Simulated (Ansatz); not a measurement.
# Ti2O: biaxial strain in the a-b plane

An exercise on one series of results from a longer session: the logs are not shown, and one member is left open.

Computed with Ansatz 0.2.0 (DFT PBEsol, scalar-relativistic, plane waves, PAW, unless a step's input says otherwise).

3 further runs of the same task are left out: 3 set aside as unsound or not needed.

### The starting structure

It takes space group P-3m1 (No. 164, trigonal). Conventional cell: a = 2.953 Å, b = 2.953 Å, c = 4.724 Å, α = 90.00°, β = 90.00°, γ = 120.00°. Around Ti (site symmetry 3m) lie 3 O at 2.11 Å. O (site symmetry -3m) has 6 Ti at 2.11 Å as nearest neighbours.

Coordinates:

```cif
data_structure
_symmetry_space_group_name_H-M 'P 1'
_symmetry_Int_Tables_number 1
_cell_length_a 2.9530
_cell_length_b 2.9530
_cell_length_c 4.7237
_cell_angle_alpha 90.000
_cell_angle_beta 90.000
_cell_angle_gamma 120.000
_cell_volume 35.67
loop_
_atom_site_label
_atom_site_type_symbol
_atom_site_fract_x
_atom_site_fract_y
_atom_site_fract_z
_atom_site_occupancy
Ti1 Ti 0.66667 0.33333 0.26267 1
Ti2 Ti 0.33333 0.66667 0.73733 1
O1 O 0.00000 0.00000 0.00000 1
```

It is the result of an earlier relaxation at this level (volume 11.89 Å³/atom; gap on the mesh: none (metal)).

The unstrained cell comes from an earlier run at this level (3 atoms, E(σ→0) -5511.8221 eV, gap none (metal)).

Set-up of the first run:

File input.yaml:

```yaml
crystal:
  lattice:
    - [2.9234224583, 0.0, 0.0]
    - [-1.4617112291, 2.5317581149, 0.0]
    - [0.0, 0.0, 4.7520760619]
  atoms:
    - { symbol: Ti, position: [0.6666666667, 0.3333333333, 0.2626749712] }
    - { symbol: Ti, position: [0.3333333333, 0.6666666667, 0.7373250288] }
    - { symbol: O, position: [0.0, 0.0, 0.0] }
basis:
  ecutwfc: 420
kpoints:
  mp_grid: { grid: [24, 24, 12] }
hamiltonian:
  xc: pbesol
scf:
  occupations: { method: gaussian, width: 0.1 }
output:
  forces: true
  stress: true
  eigenvalues: true
  write_density: true
  write_potential: true
  elf: true
  volumetric_format: npy
relax:
  adjacent_minimum: "off"
  f_tol: 0.008
  max_steps: 40
  cell: { stress_tol: 0.015, fix: [a, b, gamma] }
```

Command:

```
$ ansatz run input.yaml --threads 1 --pin off --max-ram 2560MiB --backend cpu --events-out ev --progress --plain --runs-dir out
```

Among the steps run: Strain -1.0 %; At +1.0 %; At -2.0 %; The cell strained by +2.0 %; The cell strained by -3.0 %; At +3.0 %.

One of the session's tables, all rows but one given; the rest of the session is left out.

Lengths are those of the vectors of the cell that was run; stresses in GPa:

| strain (%) | ΔE (meV/atom) | a (Å) | b (Å) | c (Å) |
| --- | --- | --- | --- | --- |
| -3.0 | 25.7 | 2.864 | 2.864 | 4.826 |
| -2.0 | ? | ? | ? | ? |
| -1.0 | 2.7 | 2.923 | 2.923 | 4.757 |
| +0.0 | 0.0 | 2.953 | 2.953 | 4.724 |
| +1.0 | 2.6 | 2.982 | 2.982 | 4.691 |
| +2.0 | 10.1 | 3.012 | 3.012 | 4.659 |
| +3.0 | 22.3 | 3.042 | 3.042 | 4.629 |

Q: Estimate the row for strain (%) = -2.0 from the others.

Worked estimate for «ΔE (meV/atom)». A straight line through the neighbours (-3.0, 25.7) and (-1.0, 2.7) gives 25.7 + (2.7 − 25.7) × (-2.0 + 3.0) / (-1.0 + 3.0) = 14.2; a parabola fitted to 3 rows on both sides gives 11.3.

**Answer.** ΔE (meV/atom): 11.1; a (Å): 2.894; b (Å): 2.894; c (Å): 4.791. In «ΔE (meV/atom)» the line misses by +3.1 and the parabola by +0.2.

ΔE is over the unstrained cell. Stress in GPa, positive in compression, on the Cartesian axes of the input. 

To keep in mind: The final runs have no spin polarisation, so no magnetic state was tried and one may lie lower.
